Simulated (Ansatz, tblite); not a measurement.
# MoS2Cl2: one state, many levels

How do method and basis change the picture of MoS2Cl2 (singlet)?

Program: Ansatz 0.2.0, Gaussian basis. Level of theory: as each input shows. These are calculated values, not measurements.

The runs, in order: GFN1-xTB, GFN2-xTB, PBE-D4/def2-TZVP, r2SCAN-D4/def2-TZVP, r2SCANh-D4/def2-TZVP, BHLYP-D4/def2-TZVP, CAM-B3LYP-D4/def2-TZVP, revPBE-D4/def2-TZVP, B3LYP-D4/def2-TZVP, B97M-V/def2-TZVP, HSE06-D4/def2-TZVP, PBE-D4/def2-SVP, PBE0-D4/def2-SVP, PBE0-D4/def2-TZVPD, PBE-D4/def2-TZVPD, r2SCAN-D4/def2-TZVPD, CCSD(T)/def2-TZVP, RPA/def2-TZVP.

3 further runs of the same task are left out: 1 that didn't finish, 2 set aside as unsound or not needed. Runs told in other sessions of the task aren't counted.

## (1) The geometry

The geometry is that of the singlet, from an earlier relaxation (B3LYP-D4/def2-SVP).

5 atoms, charge 0, spin multiplicity 1.

Bond lengths: Mo1–S2 2.105 Å, Mo1–S3 2.105 Å, Mo1–Cl4 2.262 Å, Mo1–Cl5 2.262 Å. Angles: S2–Mo1–S3 107.9°, S2–Mo1–Cl4 108.9°, S2–Mo1–Cl5 109.0°, S3–Mo1–Cl4 109.0°, S3–Mo1–Cl5 109.0°, Cl4–Mo1–Cl5 113.0°.

Formally the metal is d0. Mo takes a core potential in the def2 sets. No spin-orbit coupling is included.

PBE0-D4/def2-TZVP was run before; its log isn't repeated, and its numbers join the tables.

## (2) GFN1-xTB

Tight binding, by tblite at 300 K electronic temperature and without a spin-polarisation term:

```python
tblite.interface.Calculator('GFN1-xTB', numbers, positions, charge=0, uhf=0).singlepoint()
```

Energy -493.2615 eV, HOMO -12.04 eV, LUMO -9.53 eV; 0.005 s.

## (3) GFN2-xTB

Tight binding, by tblite at 300 K electronic temperature and without a spin-polarisation term:

```python
tblite.interface.Calculator('GFN2-xTB', numbers, positions, charge=0, uhf=0).singlepoint()
```

Energy -485.2186 eV, HOMO -11.38 eV, LUMO -9.61 eV; 0.006 s.

## (4) PBE-D4/def2-TZVP

start.molden holds the orbitals of an earlier run on this state, given as this run's starting guess.

in.yaml reads:

```yaml
crystal:
  periodic: [false, false, false]
  atoms:
    - {symbol: Mo, position_ang: [0.003421, -0.000046, 0.002388]}
    - {symbol: S, position_ang: [0.040549, -0.016157, 2.107449]}
    - {symbol: S, position_ang: [1.994751, 0.012919, -0.681224]}
    - {symbol: Cl, position_ang: [-1.026542, 1.887332, -0.699636]}
    - {symbol: Cl, position_ang: [-1.012180, -1.884058, -0.728977]}
basis:
  gaussian: {orbitals: def2-TZVP, initial_orbitals: start.molden}
hamiltonian: {xc: pbe, dispersion: d4}
scf: {omitted_lower_state_checks: [starts]}
output: {orbitals: {seedname: orbitals}}
```

Command:

```bash
$ ansatz run in.yaml --threads 4 --pin off --events-out ev --progress --plain --max-ram 3916MiB
```

After this run come: r2SCAN-D4/def2-TZVP; r2SCANh-D4/def2-TZVP; BHLYP-D4/def2-TZVP; CAM-B3LYP-D4/def2-TZVP; revPBE-D4/def2-TZVP; B3LYP-D4/def2-TZVP; B97M-V/def2-TZVP; HSE06-D4/def2-TZVP; PBE-D4/def2-SVP; PBE0-D4/def2-SVP; PBE0-D4/def2-TZVPD; PBE-D4/def2-TZVPD; r2SCAN-D4/def2-TZVPD; CCSD(T)/def2-TZVP; RPA/def2-TZVP.

**Question.** What will the summary of the whole plan be? Wanted: gap in def2-TZVP, named functionals, smallest and largest; correlation energy, CCSD(T)/def2-TZVP; binding an atom, functionals in def2-TZVP; PBE0 total energy, smallest basis above largest.

The runs gave:

| quantity | value |
| --- | --- |
| gap in def2-TZVP, named functionals, smallest and largest | 1.99 eV (PBE-D4), 5.88 eV (CAM-B3LYP-D4) |
| correlation energy, CCSD(T)/def2-TZVP | -35.64 eV |
| binding an atom, functionals in def2-TZVP | 2.97 (BHLYP-D4) to 3.75 eV (PBE-D4) |
| PBE0 total energy, smallest basis above largest | 16.70 eV (def2-SVP, def2-TZVPD) |

Orbital gaps of the named functionals in def2-TZVP span 1.99 eV (PBE-D4) to 5.88 eV (CAM-B3LYP-D4); exact exchange widens it. Notes on CCSD(T)/def2-TZVP and its Hartree-Fock reference, which MP2 shares: restricted state is unstable towards broken spin symmetry.
